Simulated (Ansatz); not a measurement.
Runs of Ansatz 0.2.0 on GaF. The structure is cubic, space group Pm-3m (No. 221). Conventional cell: a = 3.166 Å, b = 3.166 Å, c = 3.166 Å, α = 90.00°, β = 90.00°, γ = 90.00°. Ga (site symmetry m-3m) has 8 F at 2.74 Å as nearest neighbours. F (site symmetry m-3m) is surrounded by 8 Ga at 2.74 Å. The cell was built by a generator and needn't be a form met in nature.

| task | level | k mesh | atoms under strain | gap on the mesh (eV) | pressure (GPa) |
| --- | --- | --- | --- | --- | --- |
| Born charges and dielectric tensor | PBE | 8 × 8 × 8 | - | 0.34 | - |
| phonons | PBEsol | 6 × 6 × 6 | - | 0.23 | - |
| elastic constants | PBE | 6 × 6 × 6 | relaxed | 0.34 | 0.2 |
| elastic constants | PBEsol | 6 × 6 × 6 | clamped | 0.23 | (a) |

Alike in all rows: potentials or basis Ansatz PAW; no spin polarisation; cell as given; cutoff (eV) 420; smearing fixed.

Problem. Estimate the missing entries.

Solution. (a) -3.5.

Caveats: the gap is small at this level, which inflates the dielectric constant (some runs); the PAW data sets come from PBE, with cores solved anew for the run's functional, which leaves a small shift of forces and pressure (some runs); the elastic tensor has a negative eigenvalue, so either the cell is unstable as it stands or the mesh is too thin (some runs); some modes are imaginary (some runs); the cell is more than 3 GPa from zero pressure, which shifts response properties (some runs).

A k mesh can miss the band edges, and the runs leave out spin-orbit coupling on Ga.
